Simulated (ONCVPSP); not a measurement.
# Pseudopotential generation for silicon: ONCV, PBE

Do these settings give a usable potential? It is generated, then checked for transferability, scattering, ghosts and hardness.

The numbers are computed with ONCVPSP 4.0.1.1 (patched build) (PBE, scalar-relativistic, spin-unpolarised reference atom).

## (1) Starting point

The settings as typed:

- element: silicon (Si, Z = 14)
- type: optimised norm-conserving Vanderbilt (ONCV)
- frozen core: [Ne]
- valence charge: 4
- reference configuration: 3s1.75 3p2.25
- partial waves: 3s: rc 1.25 bohr, ncon 3, nbas 6, qcut 4.6 1/bohr, 2 projectors, debl 3.3 Ha; 3p: rc 2.35 bohr, ncon 3, nbas 7, qcut 3.7 1/bohr, 2 projectors, debl 1.2 Ha; d scattering state at 0.07 Ha: rc 1.95 bohr, ncon 5, nbas 9, qcut 4.9 1/bohr, 1 projector
- local potential: polynomial inside 0.95 bohr (lpopt 1, dvloc0 0 Ha)
- core correction: Teter function, fcfact 2.25, rcfact 1.05

An earlier all-electron run gives the scale for the radii.

All-electron outer shells of the reference configuration (PBE, scalar-relativistic, ld1.x):

```tsv
shell	level (eV)	outermost node (bohr)	outermost maximum (bohr)
2s	-139.93	0.15	0.45
2p	-95.98	–	0.39
3s	-11.01	0.72	1.77
3p	-4.23	0.72	2.14
```

## (2) Generation

Si.dat

```
# ATOM AND REFERENCE CONFIGURATION
# atsym  z   nc   nv     iexc    psfile
  Si 14.00    3    2        4      upf
#
#   n    l    f
    1    0    2.00
    2    0    2.00
    2    1    6.00
    3    0    1.75
    3    1    2.25
#
# PSEUDOPOTENTIAL AND OPTIMIZATION
# lmax
    2
#
#   l,   rc,      ep,       ncon, nbas, qcut
    0    1.25    0.00    3    6    4.60
    1    2.35    0.00    3    7    3.70
    2    1.95    0.07    5    9    4.90
#
# LOCAL POTENTIAL
# lloc, lpopt,  rc(5),   dvloc0
    4    1    0.95    0.00
#
# VANDERBILT-KLEINMAN-BYLANDER PROJECTORs
# l, nproj, debl
    0    2    3.30
    1    2    1.20
    2    1    2.90
#
# MODEL CORE CHARGE
# icmod, fcfact, rcfact
    3    2.25    1.05
#
# LOG DERIVATIVE ANALYSIS
# epsh1, epsh2, depsh
   -2.00    5.00    0.02
#
# OUTPUT GRID
# rlmax, drl
    6.00    0.01
#
# TEST CONFIGURATIONS
# ncnf
    4
# nvcnf
#   n    l    f
    2
    3    0    2.00
    3    1    2.00
#
    2
    3    0    2.00
    3    1    1.00
#
    2
    3    0    2.00
    3    1    0.00
#
    2
    3    0    2.00
    3    1    1.50
#
```

Started as:

```bash
$ oncvpsp.x < Si.dat > Si.out
```

What does the calculation give? Wanted: cutoffs for 1 and 0.1 mHa per electron, occupied waves; bound ghosts; GHOST(+) flags; largest test error; largest phase difference near zero energy, channels read; rms error of d²Exc/dn², without and with the model core.

As calculated:

```
                                                quantity                 value
  cutoffs for 1 and 0.1 mHa per electron, occupied waves       34 Ha and 67 Ha
                                            bound ghosts       s at -149.92 eV
                                          GHOST(+) flags    none at low energy
                            largest test error (AE − PS)  -14 meV, for 3s2 3p0
largest phase difference near zero energy, channels read             0.001 rad
 rms error of d²Exc/dn², without and with the model core     1.83 and 1.26 mHa
```

In words: A bound ghost (s) makes it unfit for use: electrons can fall into a state that the atom doesn't have. By total energies transferability is good: the largest error is 14 meV on 22.0 eV, for 3s2 3p0. Atomic tests can pass in spite of a ghost, since they solve only for the levels asked. The potential is of middling hardness: the looser tolerance needs 34 Ha. At the looser tolerance the 3s wave is the slowest; 3p needs 3 Ha. Near zero energy the phases of the channels with partial waves agree within 0.001 rad. These are tests on the free atom; a crystal test is still owed.
